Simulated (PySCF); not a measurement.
# [MoO4]2-: geometry, NMR shifts

Aim: predict the NMR shifts of [MoO4]2- (`[O]=[Mo-2](=[O])(=[O])=[O]`).

Computed with PySCF 2.14.0, with density-fitted response routines of our own, on a single molecule in the gas phase. Atoms count from 0, in the outputs and in this text.

## 1. The molecule as given

5 atoms, charge -2, multiplicity 1; geometry from: GFN2-xTB.

Bonds of the start (Å): Mo0–O1 1.70, Mo0–O2 1.70, Mo0–O3 1.70, Mo0–O4 1.70.

## 2. Relaxing the molecule at PBE0-D3(BJ)/def2-SVP

The job: settings as JSON, then the geometry in Å.

```
{"job": {"xc": "PBE0", "basis": "def2-SVP", "d3": "d3bj", "grid": 1, "maxiter": 40, "kind": "geom"}, "charge": -2, "multiplicity": 1}
Mo    -0.000770    -0.000020     0.000380
O      0.010420    -0.017700     1.700210
O      1.598490     0.010230    -0.576940
O     -0.807910     1.392550    -0.547160
O     -0.800230    -1.385070    -0.576500
```

Log:

```text
step   0  E = -368.61471237  max force = 0.075714
step   1  E = -368.62570147  max force = 0.038921
step   2  E = -368.63237427  max force = 0.007203
step   3  E = -368.63256840  max force = 0.000939
step   4  E = -368.63257394  max force = 0.000058
optimisation converged
```

Run time: 14 s. Hardware: 1 thread, shared host.

Along the way:

```
step  energy from step 0 (eV)  largest force component (eV/Å)
   0                   0.0000                          3.8934
   1                  -0.2990                          2.0014
   2                  -0.4806                          0.3704
   3                  -0.4859                          0.0483
   4                  -0.4860                          0.0030
```

Distances of close pairs at the start and the end, largest changes first:

```
  bond  before (Å)  after (Å)  change (Å)
Mo0–O4       1.700      1.766      +0.066
Mo0–O3       1.700      1.766      +0.066
Mo0–O1       1.700      1.766      +0.066
Mo0–O2       1.700      1.766      +0.065
```

The next job starts from the end point, and lists it.

```
                         at the end point                value
  point group (found at 0.08 Å tolerance)                   Td
rotational constants (GHz, main isotopes)  3.801, 3.799, 3.797
```

## 3. NMR shieldings: PBE0/def2-TZVP+pcSseg-1

The job: settings as JSON, then the geometry in Å.

```
{"job": {"kind": "nmr", "xc": "PBE0", "basis": {"default": "pcSseg-1", "Mo": "def2-TZVP"}}, "charge": -2, "multiplicity": 1}
Mo    -0.000431    -0.000040    -0.000112
O      0.021188    -0.011888     1.765765
O      1.657331     0.008143    -0.607544
O     -0.842415     1.444581    -0.569342
O     -0.835673    -1.440806    -0.588777
```

Method: GIAO PBE0/pcSseg-1 Mo:def2-TZVP NMR shielding, scalar relativity only through core potentials, gas phase.

Log:

```text
coarse grid: 28896 points
cycle   1  E = -368.2970122075  dE = -6.197e+00  |g| = 1.811e+00  |ddm| = 3.862e+00
cycle   2  E = -365.7392189618  dE =  2.558e+00  |g| = 4.170e+00  |ddm| = 3.484e+00
cycle   3  E = -368.7480117836  dE = -3.009e+00  |g| = 7.688e-01  |ddm| = 2.774e+00
cycle   4  E = -368.8775150583  dE = -1.295e-01  |g| = 1.244e-01  |ddm| = 6.857e-01
cycle   5  E = -368.8807736682  dE = -3.259e-03  |g| = 1.142e-02  |ddm| = 8.044e-02
cycle   6  E = -368.8807918743  dE = -1.821e-05  |g| = 4.736e-03  |ddm| = 6.652e-03
cycle   7  E = -368.8807942658  dE = -2.391e-06  |g| = 3.148e-03  |ddm| = 4.007e-03
final grid: 59240 points
cycle   8  E = -368.8806753539  dE =  1.377e-05  |g| = 9.007e-03  |ddm| = 6.567e-03
cycle   9  E = -368.8805581112  dE =  1.172e-04  |g| = 2.610e-02  |ddm| = 1.870e-02
cycle  10  E = -368.8806911590  dE = -1.330e-04  |g| = 3.489e-04  |ddm| = 1.393e-02
cycle  11  E = -368.8806911822  dE = -2.320e-08  |g| = 5.448e-05  |ddm| = 2.941e-04
cycle  12  E = -368.8806911826  dE = -3.535e-10  |g| = 3.392e-05  |ddm| = 4.145e-05
cycle  13  E = -368.8806911828  dE = -2.103e-10  |g| = 1.945e-06  |ddm| = 1.727e-05
converged SCF energy = -368.8806911828

GIAO shielding tensors (ppm)
atom      isotropic    diamagn.    paramagn.     s11        s22        s33       span
  0 Mo         nan         nan         nan        nan        nan        nan        nan
  1 O     -282.506     407.594    -690.100   -389.491   -389.056    -68.970    320.521
  2 O     -282.532     407.595    -690.127   -389.543   -389.120    -68.934    320.608
  3 O     -282.479     407.596    -690.075   -389.417   -389.117    -68.902    320.515
  4 O     -282.473     407.596    -690.069   -389.378   -389.176    -68.864    320.514
```

Run time: 4.6 s. Hardware: 1 thread, shared host.

The references, computed at this level on geometries of the same kind, shield at (ppm): 17O H2O 334.6. Their shielding less the atom's gives the shift. The references are single molecules in the gas phase, so shifts against H2O, NH3, PH3, H3PO4 or CFCl3 are not on the usual liquid scales and can be off by tens of ppm. Atoms listed in one row are averaged.

```
         atoms          environment  σ (ppm)  δ (ppm)
O1, O2, O3, O4  oxygen bonded to Mo   -282.5    617.1
```

Atoms past Kr carry core potentials, so their printed shieldings have no meaning and are left out of the table.

The run also stored atomic charges by several schemes (e):

```
         atoms  Mulliken  ESP fit
           Mo0      1.14     1.48
O1, O2, O3, O4     -0.78    -0.87
```

Mayer bond orders: Mo0–O1 1.62, Mo0–O2 1.62, Mo0–O3 1.62, Mo0–O4 1.62.

With diffuse functions Mulliken charges and Mayer bond orders lose their meaning; the other schemes are steadier.

## 4. NMR shieldings: B3LYP/def2-TZVP+pcSseg-1

The job: settings as JSON, then the geometry in Å.

```
{"job": {"kind": "nmr", "xc": "B3LYP", "basis": {"default": "pcSseg-1", "Mo": "def2-TZVP"}, "pop": false}, "charge": -2, "multiplicity": 1}
Mo    -0.000431    -0.000040    -0.000112
O      0.021188    -0.011888     1.765765
O      1.657331     0.008143    -0.607544
O     -0.842415     1.444581    -0.569342
O     -0.835673    -1.440806    -0.588777
```

With the program's defaults for keys left out, this is: GIAO B3LYP/pcSseg-1 Mo:def2-TZVP NMR shielding, scalar relativity only through core potentials, gas phase.

Log:

```text
coarse grid: 28896 points
cycle   1  E = -368.5757402360  dE = -6.050e+00  |g| = 1.960e+00  |ddm| = 3.841e+00
cycle   2  E = -364.9329064258  dE =  3.643e+00  |g| = 4.810e+00  |ddm| = 4.494e+00
cycle   3  E = -369.0831837911  dE = -4.150e+00  |g| = 8.469e-01  |ddm| = 3.745e+00
cycle   4  E = -369.2383688619  dE = -1.552e-01  |g| = 2.021e-01  |ddm| = 8.111e-01
cycle   5  E = -369.2471664456  dE = -8.798e-03  |g| = 2.159e-02  |ddm| = 1.365e-01
cycle   6  E = -369.2471660568  dE =  3.889e-07  |g| = 2.057e-02  |ddm| = 1.721e-02
cycle   7  E = -369.2472460409  dE = -7.998e-05  |g| = 3.022e-03  |ddm| = 1.164e-02
cycle   8  E = -369.2472476418  dE = -1.601e-06  |g| = 1.151e-04  |ddm| = 1.668e-03
final grid: 59240 points
cycle   9  E = -369.2470934190  dE = -2.000e-08  |g| = 4.906e-04  |ddm| = 6.587e-04
cycle  10  E = -369.2470930150  dE =  4.040e-07  |g| = 1.542e-03  |ddm| = 1.028e-03
cycle  11  E = -369.2470934650  dE = -4.500e-07  |g| = 2.706e-05  |ddm| = 7.750e-04
cycle  12  E = -369.2470934651  dE = -9.982e-11  |g| = 1.626e-05  |ddm| = 3.095e-05
converged SCF energy = -369.2470934651

GIAO shielding tensors (ppm)
atom      isotropic    diamagn.    paramagn.     s11        s22        s33       span
  0 Mo         nan         nan         nan        nan        nan        nan        nan
  1 O     -292.710     408.834    -701.544   -399.756   -399.283    -79.092    320.664
  2 O     -292.725     408.835    -701.560   -399.779   -399.350    -79.045    320.734
  3 O     -292.685     408.836    -701.521   -399.674   -399.356    -79.024    320.651
  4 O     -292.678     408.836    -701.515   -399.638   -399.414    -78.983    320.654
```

Wall time 4.3 s (1 thread, shared host).

Key values: δ O1 626.7 ppm (means over like atoms).

## 5. Run by run: NMR shifts

Shifts (ppm), means over like atoms, with basis size and wall time:

```
                     run     O1  functions   time
 PBE0/def2-TZVP+pcSseg-1  617.1        108  4.6 s
B3LYP/def2-TZVP+pcSseg-1  626.7        108  4.3 s
```

## 6. Summary of results

| quantity | value |
| --- | --- |
| point group | Td |
| rotational constants (main isotopes) | 3.80, 3.80, 3.80 GHz |
| 17O shifts against H2O (PBE0/def2-TZVP+pcSseg-1, means over atoms taken as alike) | 617.1 ppm |
| range of the shift of O1 | 617.1 to 626.7 ppm |

**Reading.** Over 4 steps the energy fell by 0.486 eV; of the close pairs, Mo0–O4 changed most, 1.700 to 1.766 Å. The shift of O1 (with its like atoms) runs from 617.1 (PBE0/def2-TZVP+pcSseg-1) to 626.7 ppm (B3LYP/def2-TZVP+pcSseg-1). Spin-orbit coupling is left out, which matters for shieldings and couplings at and beside the heavy atoms. At PBE0/def2-TZVP+pcSseg-1 the HOMO lies above zero (+3.08 eV), as often for anions in the gas phase: self-interaction error lifts it, or the electron is held by the finite basis alone; counter-ions and solvent are missing.
